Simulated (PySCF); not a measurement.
# BiF3 (Bi(F)32+): the cost of one run

Program: PySCF 2.14.0. Level of theory: PBE, Bi def2-SVP with ECP60, F def2-SVP; scalar-relativistic core potentials, no spin–orbit coupling. These are calculated values, not measurements.

3 further runs of the same task are left out: 2 for a known fault of the program, 1 that didn't finish.

## 1. Starting geometry

4 atoms, charge 2, spin multiplicity 1.

Bond lengths: Bi1–F2 2.002 Å, Bi1–F3 2.002 Å, Bi1–F4 2.002 Å. Angles: F2–Bi1–F3 117.8°, F2–Bi1–F4 117.8°, F3–Bi1–F4 124.4°.

As a file:

```xyz
4

Bi   -0.0333    0.0000    0.0000
F     1.9685   -0.0014    0.0000
F    -0.9662    1.7710    0.0000
F    -0.9689   -1.7696    0.0000
```

Formal oxidation states: Bi +5. An earlier session relaxed this geometry at PBE, Bi def2-SVP with ECP60, F def2-SVP (singlet, point group C2v).

Its energy there is -512.616865 Eh.

## 2. Atoms moved at random, σ = 0.1 Å

run.py (the lines that set the calculation) reads:

```python
mol = gto.M(atom='''
Bi    -0.09988     0.07542     0.09620
F      1.93191     0.06718    -0.11272
F     -0.88606     1.64635    -0.00242
F     -0.94598    -1.78896     0.01894''',
    basis={'Bi': 'def2-SVP', 'F': 'def2-SVP'},
    ecp={'Bi': 'def2-SVP'},
    charge=2, spin=0)
mf = dft.RKS(mol, xc='PBE')
mf.grids.atom_grid = (50, 194)
mf = mf.density_fit()  # fitting sets: Bi def2-universal-JKFIT, F def2-universal-JKFIT
mf.conv_tol = 1e-08; mf.max_cycle = 55
mf.kernel(dm0)  # dm0: the density of the relaxed state
```

Started as:

```bash
> OMP_NUM_THREADS=2 python run.py
```

**Question.** How long does this run take on 2 threads of Arm Neoverse N1, shared host?

About 3 s.
